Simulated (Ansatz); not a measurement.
Task: a relaxation of cell and ions of C, space group P-3m1, with Ansatz 0.2.0 through its Python package. Give the script and its output. Level of theory: LDA, PAW, the default cutoff (420 eV here), 6×6×1 k-points, Methfessel-Paxton smearing of 0.2 eV.

```
CELL_PARAMETERS angstrom
2.45623 0.00000 0.00000
-1.22811 2.12716 0.00000
0.00000 0.00000 24.13396
ATOMIC_POSITIONS crystal
C 0.00000 0.00000 0.57047
C 0.00000 0.00000 0.42953
C 0.33333 0.66667 0.42952
C 0.66667 0.33333 0.57048
```

`run_vcrelax.py`
```python
import warnings

import ansatz as az
import numpy as np

def edges_and_angles(cell):
    cell = np.asarray(cell)
    a, b, c = np.linalg.norm(cell, axis=1)
    cosines = cell[1] @ cell[2] / (b * c), cell[0] @ cell[2] / (a * c), cell[0] @ cell[1] / (a * b)
    return (a, b, c, *np.degrees(np.arccos(cosines)))

warnings.simplefilter('ignore', az.DeckWarning)

lattice = az.Lattice.of(
    (2.456228, 0.0, 0.0),
    (-1.228114, 2.127155, 0.0),
    (0.0, 0.0, 24.13396),
)
sites = [
    ('C', (0.0, 0.0, 0.570469)),
    ('C', (0.0, 0.0, 0.429531)),
    ('C', (1 / 3, 2 / 3, 0.429525)),
    ('C', (2 / 3, 1 / 3, 0.570475)),
]
material = az.Crystal(lattice=lattice)
for symbol, position in sites:
    material = material.atom(symbol, position)

base = (
    material.calculation()
    .functional('lda')
    .kpoints(spacing=0.52)
    .pseudopotentials('paw')
    .scf(tolerance=1e-08, algorithm='density_mixing')
    .occupations(az.OccupationsMethod.METHFESSEL_PAXTON, width=0.2)
    .accuracy('low')
    .relax(force_tolerance=0.01, density_extrapolation='none', cell=True)
)
steps = []


def collect(event):
    if event['event'] == 'relax_step':
        steps.append(event['data'])


out = base.session().plan().execute(on_event=collect)
rep = out.report
for s in steps:
    flag = '' if s['accepted'] else '  (rejected)'
    print('step %2d  E = %.5f eV  largest force component = %.4f eV/A%s' % (s['step'], s['lagrangian_ev'], s['allowed_force_max_ev_ang'], flag))

first, last = steps[0], steps[-1]
symbols = [site.symbol for site in out.lattice.sites]
print(f'energy gained {first["lagrangian_ev"] - last["lagrangian_ev"]:.4f} eV in {len(steps) - 1} steps')
for label, vectors in (('before', first['cell_ang']), ('after', out.lattice.cell_ang)):
    print(label, 'a b c (A) {:.4f} {:.4f} {:.4f}  angles {:.2f} {:.2f} {:.2f}'.format(*edges_and_angles(vectors)), f' V = {abs(np.linalg.det(vectors)):.3f} A^3')
print('final stress xx yy zz (GPa, compression positive):', np.round(np.diag(rep['stress_gpa']), 3) + 0.0)

print('relaxed fractional positions')
for site in out.lattice.sites:
    print(f'  {site.symbol:2s}', ' '.join(f'{v % 1:8.5f}' for v in np.round(site.position_frac, 5)))

change = np.array(last['positions_ang']) @ np.linalg.inv(last['cell_ang']) - np.array(first['positions_ang']) @ np.linalg.inv(first['cell_ang'])
moved = np.linalg.norm(change @ np.array(last['cell_ang']), axis=1)
print('displacement within the cell, strain taken out (A):', ' '.join(f'{s}:{d:.3f}' for s, d in zip(symbols, moved)))

n_atoms = len(rep['lattice']['sites'])
print('F =', round(rep['free_energy_ev'], 4), 'eV for', n_atoms, 'atoms')
print('E(sigma -> 0) =', round(rep['energy_sigma0_ev'], 4), 'eV, TS =', round(rep['entropy_ts_ev'], 5), 'eV')
print('closed by', rep['closed_by'], 'after', rep['n_iterations'], 'iterations')
```

```console
$ python run_vcrelax.py
step  1  E = -971.80017 eV  largest force component = 0.0696 eV/A
step  2  E = -971.80203 eV  largest force component = 0.0987 eV/A  (rejected)
step  3  E = -971.81338 eV  largest force component = 0.0442 eV/A
step  4  E = -971.81546 eV  largest force component = 0.0021 eV/A
step  5  E = -971.81529 eV  largest force component = 0.0007 eV/A
step  6  E = -971.81299 eV  largest force component = 0.0007 eV/A
energy gained 0.0128 eV in 5 steps
before a b c (A) 2.4562 2.4562 24.1340  angles 90.00 90.00 120.00  V = 126.095 A^3
after a b c (A) 2.4460 2.4460 23.9911  angles 90.00 90.00 120.00  V = 124.310 A^3
final stress xx yy zz (GPa, compression positive): [-0.026 -0.026 -0.005]
relaxed fractional positions
  C   0.00000  0.00000  0.56634
  C   0.00000  0.00000  0.43366
  C   0.33333  0.66667  0.43353
  C   0.66667  0.33333  0.56647
displacement within the cell, strain taken out (A): C:0.099 C:0.099 C:0.096 C:0.096
F = -971.813 eV for 4 atoms
E(sigma -> 0) = -971.8115 eV, TS = 0.00597 eV
closed by deck_thresholds after 4 iterations
```

Reading the output:
- The settings weren't tested for convergence.
- The cell holds layers, chains or clusters in vacuum, no bulk phase; its stress is averaged over the vacuum too and scales with the cell's height.
- Cold and Methfessel-Paxton smearing aren't meant for a gap as narrow as their width.
- Energies along a relaxation are free energies. Rows at an unchanged volume are solved on a plane-wave basis chosen afresh for that cell, so the energy jumps there and such rows are no steps of the walk.
- The structure is layered, and without a dispersion term the spacing of the layers is poorly determined.
- This isn't the structure that C takes at ambient conditions.
- The script silences the warnings on its input, which a real study should read.
- Hardware and time: 6.5 s on 1 thread of Arm Neoverse V2, with other jobs on the host, peak memory 0.36 GiB.

(Lines on the test bed's own set-up are left out of the output.)
